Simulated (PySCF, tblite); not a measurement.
# C5H8F2O2: geometry, infrared bands and NMR shifts

Wanted: the infrared bands and NMR shifts of C5H8F2O2 (`CCO[C@@H](F)[C@@H]1O[C@H]1F`), by calculation.

The runs use tblite 0.8.0 and PySCF 2.14.0, with density-fitted response routines of our own; the level of theory stands in each step. All values are computed, except where a source is named. Atoms count from 0, in the outputs and in this text.

## (1) The molecule as given

17 atoms, charge 0, multiplicity 1; geometry from: force field or distance geometry start.

Bonds of the start (Å): C0–C1 1.50, C1–O2 1.42, O2–C3 1.41, C3–F4 1.39, C3–C5 1.50, C5–O6 1.40, O6–C7 1.41, C7–F8 1.40, C7–C5 1.50, C0–H9 1.12, C0–H10 1.12, C0–H11 1.13, C1–H12 1.12, C1–H13 1.10, C3–H14 1.10, C5–H15 1.12, C7–H16 1.10.

## (2) Geometry optimisation with GFN2-xTB

Job settings and geometry (Å):

```
{"job": {"kind": "relax", "xc": "GFN2-xTB", "basis": "xTB"}, "charge": 0, "multiplicity": 1}
C     -2.474000    -0.674300     0.673200
C     -1.449600     0.172600    -0.012200
O     -0.245000     0.287100     0.732000
C      0.600000     1.103800    -0.041700
F      0.854500     2.287000     0.637200
C      1.885500     0.424800    -0.392600
O      1.853000    -0.756500    -1.148100
C      2.270000    -0.901900     0.186200
F      3.639000    -1.132300     0.325600
H     -3.311700    -0.072500     1.120000
H     -2.048100    -1.381200     1.423800
H     -2.926100    -1.357300    -0.103300
H     -1.907700     1.181200    -0.142100
H     -1.180000    -0.263000    -0.985000
H      0.068900     1.388600    -0.961900
H      2.737600     1.122900    -0.615500
H      1.626600    -1.417000     0.919800
```

On the command line:

```sh
OMP_NUM_THREADS=1 python probes_run.py task.json out
```

One launch serves the whole session: the jobs run in the order shown.

**Question.** This job is followed by: GFN2-xTB harmonic vibrations, gas phase; GIAO PBE0/pcSseg-1 NMR shielding, non-relativistic, gas phase. Predict these results of the whole session: strongest single infrared mode (GFN2-xTB); zero-point energy (GFN2-xTB); ¹³C shifts against TMS (PBE0/pcSseg-1); ¹H shifts against TMS (PBE0/pcSseg-1, means over atoms taken as alike); ¹⁷O shifts against H2O (PBE0/pcSseg-1); ¹⁹F shifts against CFCl3 (PBE0/pcSseg-1); surface potential, 1st and 99th percentile.

**Answer**, as computed:

| quantity | value |
| --- | --- |
| strongest single infrared mode (GFN2-xTB) | 1161 cm⁻¹, 146 km/mol |
| zero-point energy (GFN2-xTB) | 80.0 kcal/mol |
| ¹³C shifts against TMS (PBE0/pcSseg-1) | 112.6, 87.9, 69.4, 56.5, 17.0 ppm |
| ¹H shifts against TMS (PBE0/pcSseg-1, means over atoms taken as alike) | 5.50, 5.46, 4.31, 3.48, 3.19, 1.35 ppm |
| ¹⁷O shifts against H2O (PBE0/pcSseg-1) | 103.6, 75.1 ppm |
| ¹⁹F shifts against CFCl3 (PBE0/pcSseg-1) | -160.3, -179.7 ppm |
| surface potential, 1st and 99th percentile | -1.12 V and 1.04 V |

In words: Over 129 steps the energy fell by 0.670 eV; of the close pairs, O2–C3 changed most, 1.407 to 1.361 Å. No mode is imaginary among the 45: a minimum at this level. The strongest single mode, at 1161 cm⁻¹, is carried by C3, O2, H14. Unscaled tight-binding wavenumbers are off by several per cent, some by more. Its intensities can rank the bands wrongly. H16 (hydrogen on a three-membered-ring carbon bearing a halogen) lies farthest downfield among hydrogen, at 5.50 ppm; its carbon carries F and O, which withdraws density. At PBE0/pcSseg-1: The largest span, 307 ppm, is at O6, where the paramagnetic term is -137 ppm.
